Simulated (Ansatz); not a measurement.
**C₆H₁₄Cl₂O₂Zr: how energies converge with the basis set**

The task here is to estimate one member of a computed series from the others.

Program: Ansatz 0.2.0, Gaussian basis. Level of theory: one geometry, several basis sets. These are calculated values, not measurements.

Plan: PBE0-D4/def2-SVP; ωB97M-V/def2-SVP; PBE0-D4/def2-QZVPP; ωB97M-V/def2-QZVPP; the functionals' def2-TZVPP values are taken from earlier runs.

1 further run of the same task is left out (for a known fault of the program).

## The relaxed structure

The geometry comes from an earlier relaxation with PBE0-D4 in a triple-zeta def2 set; it is a stationary point, not always the lowest conformer. Zr takes the def2 core potential; no spin-orbit term is included.

SMILES `CC(C)[O][Zr]([Cl])([Cl])[O]C(C)C`, 25 atoms, charge 0, spin multiplicity 1.

Atoms are counted from 1 here; the program's logs count them from 0.

Bond lengths: C1–C2 1.515 Å, C1–H12 1.093 Å, C1–H13 1.091 Å, C1–H14 1.092 Å, C2–C3 1.515 Å, C2–O4 1.408 Å, C2–H15 1.098 Å, C3–H16 1.092 Å, C3–H17 1.093 Å, C3–H18 1.092 Å, O4–Zr5 1.887 Å, Zr5–Cl6 2.371 Å, Zr5–Cl7 2.371 Å, Zr5–O8 1.888 Å, O8–C9 1.407 Å, C9–C10 1.515 Å, C9–C11 1.515 Å, C9–H19 1.098 Å and more. Angles: C2–C1–H12 110.2°, C2–C1–H13 110.6°, C2–C1–H14 110.5°, H12–C1–H13 108.5°, H12–C1–H14 108.5°, H13–C1–H14 108.4°, C1–C2–C3 112.7°, C1–C2–O4 109.2°, C1–C2–H15 109.1°, C3–C2–O4 109.6°, C3–C2–H15 109.1°, O4–C2–H15 106.9°, C2–C3–H16 110.8°, C2–C3–H17 110.2°, C2–C3–H18 110.5°, H16–C3–H17 108.6°, H16–C3–H18 108.4°, H17–C3–H18 108.4° and more.

As a file:

| atom | x (Å) | y (Å) | z (Å) |
| --- | --- | --- | --- |
| C1 | -0.9284 | 2.2021 | -2.9460 |
| C2 | -0.7856 | 0.8989 | -2.1875 |
| C3 | -2.0532 | 0.5054 | -1.4572 |
| O4 | 0.2737 | 1.0125 | -1.2671 |
| Zr5 | 1.5512 | 1.1572 | 0.1138 |
| Cl6 | 1.4323 | 3.3403 | 1.0305 |
| Cl7 | 3.6958 | 0.6707 | -0.7719 |
| O8 | 1.1564 | -0.0952 | 1.4706 |
| C9 | 0.7397 | -1.1418 | 2.3141 |
| C10 | -0.5857 | -1.6924 | 1.8293 |
| C11 | 1.8243 | -2.1976 | 2.3743 |
| H12 | -1.1837 | 3.0132 | -2.2595 |
| H13 | 0.0050 | 2.4568 | -3.4508 |
| H14 | -1.7170 | 2.1224 | -3.6976 |
| H15 | -0.5133 | 0.1012 | -2.8906 |
| H16 | -1.9106 | -0.4286 | -0.9106 |
| H17 | -2.3375 | 1.2855 | -0.7460 |
| H18 | -2.8747 | 0.3684 | -2.1638 |
| H19 | 0.6041 | -0.7088 | 3.3134 |
| H20 | -1.3386 | -0.9031 | 1.7851 |
| H21 | -0.9453 | -2.4733 | 2.5029 |
| H22 | -0.4736 | -2.1246 | 0.8312 |
| H23 | 1.9782 | -2.6404 | 1.3869 |
| H24 | 2.7675 | -1.7611 | 2.7065 |
| H25 | 1.5457 | -2.9919 | 3.0703 |

Set-up of the first run:

Input file in.yaml:

```yaml
crystal:
  periodic: [false, false, false]
  atoms:
    - {symbol: C, position_ang: [-0.928395, 2.202114, -2.946012]}
    - {symbol: C, position_ang: [-0.785625, 0.898886, -2.187500]}
    - {symbol: C, position_ang: [-2.053239, 0.505389, -1.457164]}
    - {symbol: O, position_ang: [0.273681, 1.012539, -1.267119]}
    - {symbol: Zr, position_ang: [1.551220, 1.157211, 0.113843]}
    - {symbol: Cl, position_ang: [1.432338, 3.340329, 1.030473]}
    - {symbol: Cl, position_ang: [3.695766, 0.670675, -0.771882]}
    - {symbol: O, position_ang: [1.156441, -0.095232, 1.470634]}
    - {symbol: C, position_ang: [0.739727, -1.141838, 2.314083]}
    - {symbol: C, position_ang: [-0.585698, -1.692368, 1.829289]}
    - {symbol: C, position_ang: [1.824289, -2.197573, 2.374274]}
    - {symbol: H, position_ang: [-1.183651, 3.013210, -2.259458]}
    - {symbol: H, position_ang: [0.004991, 2.456789, -3.450786]}
    - {symbol: H, position_ang: [-1.717001, 2.122412, -3.697606]}
    - {symbol: H, position_ang: [-0.513337, 0.101179, -2.890618]}
    - {symbol: H, position_ang: [-1.910646, -0.428627, -0.910577]}
    - {symbol: H, position_ang: [-2.337468, 1.285520, -0.745990]}
    - {symbol: H, position_ang: [-2.874661, 0.368391, -2.163844]}
    - {symbol: H, position_ang: [0.604132, -0.708804, 3.313435]}
    - {symbol: H, position_ang: [-1.338601, -0.903124, 1.785077]}
    - {symbol: H, position_ang: [-0.945295, -2.473282, 2.502878]}
    - {symbol: H, position_ang: [-0.473607, -2.124599, 0.831217]}
    - {symbol: H, position_ang: [1.978210, -2.640391, 1.386899]}
    - {symbol: H, position_ang: [2.767479, -1.761069, 2.706456]}
    - {symbol: H, position_ang: [1.545651, -2.991936, 3.070295]}
basis:
  gaussian: {orbitals: def2-SVP}
hamiltonian: {xc: pbe0, dispersion: d4}
output: {orbitals: {seedname: orbitals}}
```

Launch:

```bash
$ ansatz run in.yaml --threads 11 --pin off --events-out ev --progress --plain --max-ram 120832MiB --backend cpu
```

Steps of the session up to this table: PBE0-D4 in def2-SVP; ωB97M-V in def2-SVP; PBE0-D4 in def2-QZVPP; ωB97M-V in def2-QZVPP.

One table of the session follows, with a row left open; its other results are not shown here.

It belongs to the step «Functionals by basis». 

```
functional       basis  HOMO (eV)
   PBE0-D4    def2-SVP      -8.39
   PBE0-D4  def2-TZVPP          ?
   PBE0-D4  def2-QZVPP      -8.43
   ωB97M-V    def2-SVP     -10.66
   ωB97M-V  def2-TZVPP     -10.74
   ωB97M-V  def2-QZVPP     -10.75
```

Estimate the missing values for PBE0-D4, def2-TZVPP.

**Answer.** HOMO (eV): -8.42. In the column «HOMO (eV)» it lies between PBE0-D4, def2-QZVPP (-8.43) and PBE0-D4, def2-SVP (-8.39).
